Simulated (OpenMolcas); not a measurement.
# W⁵⁺ among point charges: CASSCF and CASPT2 levels, g values and susceptibility

How does a field of 6 point charges split the states of W⁵⁺, and what g values and χT follow?

Program: OpenMolcas 26.06. Level of theory: state-averaged CASSCF and CASPT2, spin-orbit coupling by RASSI with atomic mean-field integrals. These are calculated values, not measurements, unless marked.

## Step 1: The atom as given

- Species: W⁵⁺ (tungsten, Z = 74, 69 electrons)
- Basis: ANO-RCC-VDZP [7s6p4d2f1g], 68 functions
- Scalar Hamiltonian: DKH2, point nucleus
- Inactive shells: 1s 2s 2p 3s 3p 3d 4s 4p 4d 4f 5s 5p
- Active space: 1 electron in 5 orbitals (5d)
- Some configurations of this space: 5d
- Orbitals: optimised for each spin and parity, averaged over all roots

The outer shells:

5d
```
5d [↑ ][  ][  ][  ][  ]
```

The ion sits among 6 point charges of -1.7 e arranged as a tetragonal octahedron (D4h), 1.95 Å from the ion, with the axial distance 1.970 Å.

The work runs as a chain of OpenMolcas steps in one folder; each step below is one input file. The outputs are cut to the sections that carry results. Labels, J, g values, rates, χT and fits are worked out afterwards by a script from the matrices that RASSI stores. The input lists half of the charges; inversion (Group=XYZ) makes the rest.

## Step 2: Basis and integrals

a.inp reads:

```
&GATEWAY
Coord
1

W 0.0 0.0 0.0
Basis=ANO-RCC-VDZP
Group=XYZ
NoMove
AngMom=0.0 0.0 0.0
AMFI
XField
3 Angstrom 0
1.950000 0.000000 0.000000 -1.700000
0.000000 1.950000 0.000000 -1.700000
0.000000 0.000000 1.969500 -1.700000
&SEWARD
```

## Step 3: CASSCF: doublets of even parity, 5 roots

a.inp reads:

```
&RASSCF
FileOrb=start.orb
Symmetry=1
Spin=2
nActEl=1 0 0
Inactive=15 19
Ras2=5 0
CIRoot=5 5 1
SDav=5
CIMx=300
Iter=120 100
PrWF=0.3
OrbListing=Nothing
MaxOrb=0
>>> COPY $Project.JobIph JOB001
```

start.orb holds the contracted functions of the basis, ordered by shell, or the orbitals of the step before.

## Step 4: State interaction with spin-orbit coupling

a.inp reads:

```
&RASSI
NrOfJobIphs=1 5
1 2 3 4 5
IphNames
JOB001
EJob
SpinOrbit
DIPRint=1.0
SOCoupling=1000.0
Subsets=2
Property=9
'ANGMOM' 1 'ANGMOM' 2 'ANGMOM' 3 'MLTPL  1' 1 'MLTPL  1' 2 'MLTPL  1' 3
'AMFI' 1 'AMFI' 2 'AMFI' 3
SOProperty=3
'ANGMOM' 1 'ANGMOM' 2 'ANGMOM' 3
```

## Step 5: CASPT2: IPEA 0.25, imaginary shift 0.1 (closed shells correlated: 4f 5s 5p)

a.inp reads:

```
>>> COPY JOB001 $Project.JobIph
&CASPT2
Multistate=5 1 2 3 4 5
NoMult
Frozen=14 9
IPEA=0.25
Imaginary=0.1
MaxIter=60
WThr=0.0 0.3 0.05
PrWF=0.5
NoMix
```

(Steps that only read results are left out.)

Q: Predict the outcome of this session. Wanted: spin-free ground state; first state of the same spin; lowest level; next level.

As calculated:

```
                    quantity                                                                           value
                      method  SS-CASPT2, IPEA 0.25, imaginary shift 0.1 (closed shells correlated: 4f 5s 5p)
      spin-free ground state                                                  2E, 2-fold in its orbital part
first state of the same spin                                                                 2B2 at 352 cm⁻¹
                lowest level                                               2-fold E1/2, g = 0.18, 1.21, 1.21
                  next level                                                                      274.7 cm⁻¹
                 χT at 300 K                                                                  0.14 cm³ K/mol
   effective moment at 300 K                                                                         1.06 μB
```

Cost by method:

```csv
method,time of its own steps,time with the reference
A. CASSCF,1.6 s,1.6 s
"B. SS-CASPT2, IPEA 0.25, imaginary shift 0.1, +4f 5s 5p",0.77 s,2.4 s
```

Times are of one thread on a shared host.

The spin-free ground state (2E) comes to 100 % from free-ion D terms and keeps the highest spin of the shell. χT at 300 K is 0.14, against 0.38 cm³ K/mol for the spin alone, so orbital moment lowers it. Point charges give too small a field for d ions at true ligand charges. Point charges carry no covalency, so the field is a model and not that of real ligands.
